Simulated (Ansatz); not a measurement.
# SiGe3H10: small, medium and large basis sets

The task here is to estimate one member of a computed series from the others.

Method: one geometry, several basis sets; program: Ansatz 0.2.0, Gaussian basis.

Levels to be run: PBE0-D4/def2-SVP; ωB97M-V/def2-SVP; PBE0-D4/def2-QZVPP; ωB97M-V/def2-QZVPP; the functionals' def2-TZVPP values are taken from earlier runs.

## The geometry

All runs share one geometry, relaxed beforehand with PBE0-D4 in a triple-zeta def2 set.

SMILES `[SiH3][GeH2][GeH2][GeH3]`, 14 atoms, charge 0, spin multiplicity 1.

Atoms are counted from 1 here; the program's logs count them from 0.

Bond lengths: Si1–Ge2 2.378 Å, Si1–H5 1.487 Å, Si1–H6 1.487 Å, Si1–H7 1.487 Å, Ge2–Ge3 2.426 Å, Ge2–H8 1.541 Å, Ge2–H9 1.540 Å, Ge3–Ge4 2.423 Å, Ge3–H10 1.540 Å, Ge3–H11 1.540 Å, Ge4–H12 1.538 Å, Ge4–H13 1.538 Å, Ge4–H14 1.538 Å. Angles: Ge2–Si1–H5 111.4°, Ge2–Si1–H6 109.7°, Ge2–Si1–H7 109.3°, H5–Si1–H6 108.9°, H5–Si1–H7 108.9°, H6–Si1–H7 108.7°, Si1–Ge2–Ge3 109.8°, Si1–Ge2–H8 109.8°, Si1–Ge2–H9 110.6°, Ge3–Ge2–H8 108.7°, Ge3–Ge2–H9 110.2°, H8–Ge2–H9 107.9°, Ge2–Ge3–Ge4 109.8°, Ge2–Ge3–H10 110.5°, Ge2–Ge3–H11 109.3°, Ge4–Ge3–H10 110.0°, Ge4–Ge3–H11 109.3°, H10–Ge3–H11 107.9° and more.

Coordinates:

```xyz
14
Ge3H10Si
Si    1.1416    1.8867   -0.9975
Ge    0.0126   -0.0927   -1.6776
Ge   -1.4065   -0.8872    0.1229
Ge   -0.0997   -1.1417    2.1473
H     2.0005    2.4217   -2.0867
H     0.1471    2.9233   -0.6138
H     1.9933    1.5843    0.1836
H     1.0402   -1.1895   -2.0158
H    -0.8293    0.1715   -2.9402
H    -2.0552   -2.2316   -0.2563
H    -2.5354    0.1313    0.3699
H     1.0972   -2.0707    1.8846
H     0.4376    0.2291    2.5920
H    -0.9440   -1.7344    3.2877
```

The first run:

The input, in.yaml:

```yaml
crystal:
  periodic: [false, false, false]
  atoms:
    - {symbol: Si, position_ang: [1.141632, 1.886667, -0.997514]}
    - {symbol: Ge, position_ang: [0.012583, -0.092692, -1.677576]}
    - {symbol: Ge, position_ang: [-1.406471, -0.887225, 0.122920]}
    - {symbol: Ge, position_ang: [-0.099711, -1.141703, 2.147284]}
    - {symbol: H, position_ang: [2.000468, 2.421686, -2.086714]}
    - {symbol: H, position_ang: [0.147077, 2.923256, -0.613780]}
    - {symbol: H, position_ang: [1.993342, 1.584316, 0.183561]}
    - {symbol: H, position_ang: [1.040246, -1.189476, -2.015823]}
    - {symbol: H, position_ang: [-0.829335, 0.171460, -2.940221]}
    - {symbol: H, position_ang: [-2.055238, -2.231608, -0.256278]}
    - {symbol: H, position_ang: [-2.535361, 0.131275, 0.369934]}
    - {symbol: H, position_ang: [1.097214, -2.070665, 1.884581]}
    - {symbol: H, position_ang: [0.437558, 0.229089, 2.591964]}
    - {symbol: H, position_ang: [-0.944014, -1.734390, 3.287652]}
basis:
  gaussian: {orbitals: def2-SVP}
hamiltonian: {xc: pbe0, dispersion: d4}
output: {orbitals: {seedname: orbitals}}
```

Steps of the session up to this table: PBE0-D4 in def2-SVP; ωB97M-V in def2-SVP; PBE0-D4 in def2-QZVPP; ωB97M-V in def2-QZVPP.

One table of the session follows, with a row left open; its other results are not shown here.

It belongs to the step «Density functionals: the series». 

| functional | basis | HOMO (eV) | LUMO (eV) |
| --- | --- | --- | --- |
| PBE0-D4 | def2-SVP | -7.73 | -0.01 |
| PBE0-D4 | def2-TZVPP | ? | ? |
| PBE0-D4 | def2-QZVPP | -7.70 | -0.34 |
| ωB97M-V | def2-SVP | -9.63 | 1.80 |
| ωB97M-V | def2-TZVPP | -9.64 | 1.47 |
| ωB97M-V | def2-QZVPP | -9.63 | 1.13 |

Q: Estimate the row for PBE0-D4, def2-TZVPP from the others.

The run gave: HOMO (eV): -7.71; LUMO (eV): -0.20. In the column «HOMO (eV)» it lies between PBE0-D4, def2-SVP (-7.73) and PBE0-D4, def2-QZVPP (-7.70).
